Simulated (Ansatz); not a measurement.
# C3H9AlO3: how energies converge with the basis set

One table from this session's results is given with a row withheld; the runs are named, their logs left out.

Method: one geometry, several basis sets; program: Ansatz 0.2.0, Gaussian basis.

Plan: PBE0-D4/def2-SVP; ωB97M-V/def2-SVP; PBE0-D4/def2-QZVPP; ωB97M-V/def2-QZVPP; the functionals' def2-TZVPP values are taken from earlier runs.

## The geometry

An earlier PBE0-D4 in a triple-zeta def2 set relaxation fixed the geometry.

SMILES `CC(C)[O][Al]([OH])[OH]`, 16 atoms, charge 0, spin multiplicity 1.

Atoms are counted from 1 here; the program's logs count them from 0.

Bond lengths: C1–C2 1.517 Å, C1–H8 1.093 Å, C1–H9 1.094 Å, C1–H10 1.093 Å, C2–C3 1.515 Å, C2–O4 1.410 Å, C2–H11 1.100 Å, C3–H12 1.093 Å, C3–H13 1.091 Å, C3–H14 1.093 Å, O4–Al5 1.678 Å, Al5–O6 1.690 Å, Al5–O7 1.691 Å, O6–H15 0.956 Å, O7–H16 0.956 Å. Angles: C2–C1–H8 110.9°, C2–C1–H9 110.1°, C2–C1–H10 110.8°, H8–C1–H9 108.2°, H8–C1–H10 108.1°, H9–C1–H10 108.7°, C1–C2–C3 112.1°, C1–C2–O4 110.9°, C1–C2–H11 108.4°, C3–C2–O4 108.4°, C3–C2–H11 108.5°, O4–C2–H11 108.6°, C2–C3–H12 110.9°, C2–C3–H13 110.5°, C2–C3–H14 110.1°, H12–C3–H13 108.5°, H12–C3–H14 108.5°, H13–C3–H14 108.3° and more.

Set-up of the first run:

File in.yaml:

```yaml
crystal:
  periodic: [false, false, false]
  atoms:
    - {symbol: C, position_ang: [0.220458, -1.393790, 0.847275]}
    - {symbol: C, position_ang: [-0.227780, -0.769387, -0.460593]}
    - {symbol: C, position_ang: [0.485833, -1.371485, -1.653487]}
    - {symbol: O, position_ang: [0.004638, 0.621573, -0.458582]}
    - {symbol: Al, position_ang: [-0.353565, 1.905904, 0.560276]}
    - {symbol: O, position_ang: [0.206416, 3.459759, 0.201728]}
    - {symbol: O, position_ang: [-1.287100, 1.663046, 1.949091]}
    - {symbol: H, position_ang: [0.027290, -2.469384, 0.852747]}
    - {symbol: H, position_ang: [1.294384, -1.239220, 0.988118]}
    - {symbol: H, position_ang: [-0.311774, -0.948403, 1.691581]}
    - {symbol: H, position_ang: [-1.307185, -0.944441, -0.575800]}
    - {symbol: H, position_ang: [0.290985, -2.444344, -1.723399]}
    - {symbol: H, position_ang: [0.151036, -0.896903, -2.577623]}
    - {symbol: H, position_ang: [1.564636, -1.219847, -1.561722]}
    - {symbol: H, position_ang: [0.734907, 3.643741, -0.572804]}
    - {symbol: H, position_ang: [-1.516279, 2.380480, 2.537495]}
basis:
  gaussian: {orbitals: def2-SVP}
hamiltonian: {xc: pbe0, dispersion: d4}
output: {orbitals: {seedname: orbitals}}
```

Run with:

```
$ ansatz run in.yaml --threads 4 --pin off --events-out ev --progress --plain --max-ram 11315MiB
```

Steps of the session up to this table: PBE0-D4 in def2-SVP; ωB97M-V in def2-SVP; PBE0-D4 in def2-QZVPP; ωB97M-V in def2-QZVPP.

One table of the session follows, with a row left open; its other results are not shown here.

It belongs to the step «Density functionals: the series». 

```
functional       basis  HOMO (eV)
   PBE0-D4    def2-SVP      -7.78
   PBE0-D4  def2-TZVPP      -7.94
   PBE0-D4  def2-QZVPP      -7.98
   ωB97M-V    def2-SVP          ?
   ωB97M-V  def2-TZVPP     -10.35
   ωB97M-V  def2-QZVPP     -10.39
```

Q: Estimate the row for ωB97M-V, def2-SVP from the others.

The run gave: HOMO (eV): -10.16. In the column «HOMO (eV)» it lies between ωB97M-V, def2-TZVPP (-10.35) and PBE0-D4, def2-QZVPP (-7.98).
